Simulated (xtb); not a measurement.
# doublet CH3FOZn−: GFN1-xTB (ddCOSMO toluene)

We compute a structure relaxation of doublet CH3FOZn−. 

The results are computed with xtb 6.7.1.

3 further runs of the same task are left out: 3 set aside as unsound or not needed.

### 1 Starting point

The species is CH3FOZn− (7 atoms), meant as a doublet with charge -1. SMILES of the parent species: `FC[O][ZnH]`. Geometry: optimised at GFN2-xTB. This is one conformer, not always the lowest. The run starts from this shape.

Bond lengths: F1–C2 1.513 Å, C2–O3 1.302 Å, F1–Zn4 2.128 Å, O3–Zn4 1.779 Å, C2–H5 1.101 Å, C2–H6 1.101 Å, Zn4–H7 1.450 Å. Some angles: F1–C2–O3 106.8°, C2–F1–Zn4 81.1°, C2–O3–Zn4 101.9°, F1–Zn4–O3 70.2°, F1–C2–H5 102.3°, F1–C2–H6 102.4°, O3–C2–H5 115.9°, O3–C2–H6 115.9°, F1–Zn4–H7 125.9°, O3–Zn4–H7 164.0°.

### 2 A geometry optimisation at GFN1-xTB (ddCOSMO toluene)

Contents of input.xyz:

```xyz
7
CH3FOZn
F     -0.57066300     0.04164600     1.04707800
C     -0.41108200     0.81721100    -0.24175900
O      0.41835800     0.14455100    -0.98598400
Zn     0.79466500    -1.25122500     0.05114800
H     -1.44676700     0.87642400    -0.60963600
H     -0.05189700     1.79470200     0.11444100
H      1.32868600    -2.49131000     0.57901200
```

Command:

```console
$ xtb input.xyz --cosmo toluene --gfn 1 --opt vtight -c -1 -u 1 > input.out
```

Q: Predict the results. Wanted: total energy at the end; HOMO energy; LUMO energy; dispersion energy; solvent term in the energy.

Computed results:

Level: GFN1-xTB (ddCOSMO toluene).

| quantity | value |
| --- | --- |
| total energy at the end | -14.65680 Eh |
| HOMO energy (partly filled) | -7.54 eV |
| LUMO energy | -2.91 eV |
| dispersion energy | -3.93 kJ/mol |
| solvent term in the energy | -203.9 kJ/mol |

In words: At the final geometry: Bond lengths: F1–C2 1.466 Å, C2–O3 1.296 Å, C2–H5 1.116 Å, C2–H6 1.116 Å, Zn4–H7 1.812 Å. Angles: F1–C2–O3 112.1°, F1–C2–H5 100.8°, F1–C2–H6 100.9°, O3–C2–H5 115.1°, O3–C2–H6 116.9°, H5–C2–H6 109.1°. The optimisation took 63 steps and changed the energy by -4.469 eV.
